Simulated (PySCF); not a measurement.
# The bond of LiTe−, level by level

One job finds the state of LiTe−, follows it along the bond with each method and fits the curves.

Method: Li def2-SVPD, Te def2-SVPD with ECP28, scalar-relativistic core potentials; program: PySCF 2.14.0.

### 1 The job

The job is set up so:

```
atoms                         : Li, Te
charge                        : -1
basis                         : Li def2-SVPD, Te def2-SVPD with ECP28
Hamiltonian                   : scalar-relativistic core potentials
basis functions               : 47
electrons treated             : 28
masses in u                   : 7.0160, 129.9062
levels                        : PBE0, PBE, r²SCAN, MN15, PBEsol, B2PLYP, HSE06, HF, MP2, SCS-MP2, CCSD, CCSD(T)
grid                          : 80 radial by 434 angular points
occupations                   : held fixed by the projection of orbital angular momentum
dissociation limit            : Li + Te−, each in its ground configuration
starting distance in angstrom : 2.705
values of 2S to try           : 0, 2
```

Started as:

```sh
$ OMP_NUM_THREADS=1 python dia.py task.json out
```

After this run come: PBE0 along the bond; Other states along the same grid; PBE (GGA); r²SCAN (meta-GGA); MN15; PBEsol (GGA); B2PLYP (double hybrid); HSE06 (range-separated hybrid); RHF; Correlated methods on the Hartree–Fock reference.

**Question.** What will these runs give? Wanted: for each run, Re; ωe; De; μ.

As calculated:

Lowest PBE0 solution found, without spin–orbit coupling: ¹Σ⁺ (singlet), closed shell. State 2 has its PBE0 minimum 0.73 eV higher. State 3 has its PBE0 minimum 0.74 eV higher, as a spin-mixed determinant (⟨S²⟩ = 1.00), so this is no gap between pure states. State 4 has its PBE0 minimum 1.34 eV higher. The other levels ran on the lowest alone.

| level | Re (Å) | ωe (cm⁻¹) | De (eV) | μ (D) |
| --- | --- | --- | --- | --- |
| RHF | 2.405 | 520 | 1.04 | -5.35 |
| RHF-MP2 | 2.433 | 487 | 1.97 | n/a |
| RHF-SCS-MP2 | 2.433 | 487 | 1.89 | n/a |
| RHF-CCSD | 2.427 | 491 | 1.82 | n/a |
| RHF-CCSD(T) | 2.440 | 477 | 1.92 | n/a |
| PBE | 2.404 | 488 | 2.16 | -3.10 |
| PBEsol | 2.397 | 491 | 2.29 | -3.21 |
| r²SCAN | 2.401 | 501 | 2.13 | -3.77 |
| PBE0 | 2.387 | 510 | 2.06 | -3.95 |
| HSE06 | 2.392 | 505 | 2.09 | -3.88 |
| MN15 | 2.410 | 491 | 2.46 | -3.96 |
| B2PLYP | 2.403 | 498 | 2.07 | -4.50 |

De is counted to Li + Te− in their ground configurations. A positive dipole points from Li to Te; in an ion it is taken about the centre of mass and does not tell which atom is negative.

Differences from CCSD(T) in the same basis:

```csv
level,Re (mÅ),ωe (%)
RHF,-35,+8.9
RHF-MP2,-7,+2.1
RHF-SCS-MP2,-7,+1.9
RHF-CCSD,-13,+2.9
PBE,-35,+2.2
PBEsol,-43,+3.0
r²SCAN,-38,+4.9
PBE0,-53,+6.8
HSE06,-47,+5.9
MN15,-30,+2.8
B2PLYP,-36,+4.3
```

What this shows: Judged by CCSD(T) in the same basis: best bond length RHF-MP2 and RHF-SCS-MP2 (-7 mÅ), worst PBE0 (-53 mÅ); best wavenumber RHF-SCS-MP2 (+1.9 %), worst RHF (+8.9 %). Hartree–Fock falls on the short and stiff side, its usual fault. CCSD(T) in a basis this small is itself some way from its limit, more so than the functionals. Of the levels with a De here, RHF gives the least (1.04 eV) and MN15 the most (2.46 eV).

Correlated steps freeze 4 core orbitals. Spin–orbit coupling is left out, which matters for elements this heavy, above all for dissociation energies. B2PLYP dipoles, levels and charges come from its SCF part alone. With some functionals the highest level of the anion is positive, from self-interaction error or because the anion is truly unbound there; the finite basis then holds the extra electron, and no neutral molecule was run to test the binding.
